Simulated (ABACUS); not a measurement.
## Ba2Tl5V3O12 under changes of volume

One of the cells (22.603 Å³/atom); the others are scaled copies at fixed shape and fractional positions:

```
CELL_PARAMETERS angstrom
6.48991 -6.67692 -0.04765
6.48991 6.67692 -0.04765
-1.96739 0.00000 5.75220
ATOMIC_POSITIONS crystal
Ba 0.47917 0.52083 0.00000
Ba 0.79264 0.20736 0.00000
V 0.65694 0.94605 0.25735
V 0.05395 0.34306 0.74265
V 0.57442 0.42558 0.50000
Tl 0.49835 0.85629 0.63726
Tl 0.14371 0.50165 0.36274
Tl 0.01508 0.98492 0.50000
Tl 0.30964 0.12677 0.21892
Tl 0.87323 0.69036 0.78108
O 0.00390 0.26325 0.44275
O 0.59719 0.60676 0.67706
O 0.91333 0.42820 0.84635
O 0.52536 0.79943 0.20594
O 0.68766 0.41628 0.31356
O 0.09251 0.20316 0.88601
O 0.58372 0.31234 0.68644
O 0.79684 0.90749 0.11399
O 0.57180 0.08667 0.15365
O 0.20057 0.47464 0.79406
O 0.73675 0.99610 0.55725
O 0.39324 0.40281 0.32294
```

The cell was built by a generator and needn't be a form met in nature.

| Property | Result |
| --- | --- |
| Program | ABACUS 3.10.1 |
| Functional | PBE |
| Potentials or basis | SPMS ONCV 1.0 PBE |
| Cutoff | 1361 eV |
| Density cutoff | 5442 eV |
| Basis | DZP LCAO (the cutoffs set its grid) |
| k mesh | 2 × 2 × 4 |
| Occupations | fermi-dirac, width 0.05 eV |
| Spin | collinear spin, ferromagnetic start |
| Starting moments | [0.0, 0.0, 2.0, 2.0, 2.0, 0.0, 0.0, 0.0, 0.0, 0.0, 0.0, 0.0, 0.0, 0.0, 0.0, 0.0, 0.0, 0.0, 0.0, 0.0, 0.0, 0.0] μB |

| volume (Å³/atom) | energy over the lowest point (meV/atom) | pressure (GPa) | gap on the mesh (eV) | largest force (eV/Å) |
| --- | --- | --- | --- | --- |
| 21.247 | 32.39 | 6.5 | 2.86 | 1.589 |
| 21.699 | 16.92 | 4.5 | 2.87 | 1.115 |
| 22.151 | 6.70 | 2.8 | 2.88 | 0.676 |
| 22.603 | ? | ? | ? | ? |
| 23.055 | 0.00 | -0.3 | 2.87 | 0.224 |
| 23.507 | 2.63 | -1.6 | 2.84 | 0.508 |
| 23.959 | 8.72 | -2.7 | 2.81 | 0.830 |

What does the run at 22.603 Å³/atom give?

Energy over the lowest point 1.22 meV/atom; pressure 1.2 GPa; gap on the mesh 2.88 eV; largest force 0.271 eV/Å.

Worked out: A Birch-Murnaghan fit of order 3 (a polynomial in V^(-2/3)) to the other rows has its minimum at 22.97 Å³/atom with B0 = V·E''(V) = 71 GPa and B' = 4.3 at fixed shape and positions, which overstates the stiffness. It gives 1.22 meV/atom at 22.603 Å³/atom, against the run's 1.22, and -dE/dV = 1.2 GPa, against 1.2. A parabola through the other rows of the gap, of slope -0.427 eV per unit of ln V there, gives 2.88 eV, against the run's 2.88.

Energies are extrapolated to zero smearing.

Caveats: the atomic orbitals were generated for these runs and aren't a published set; spin-orbit coupling is left out, which as a rule narrows the gap of such compounds by several tenths of an eV; the basis of atomic orbitals isn't converged, which shifts pressures, moduli and gaps; forces of over 1 eV/Å show positions far from the minimum, so gaps and moduli don't describe the material at rest (some runs).

A mesh can miss the band edges.
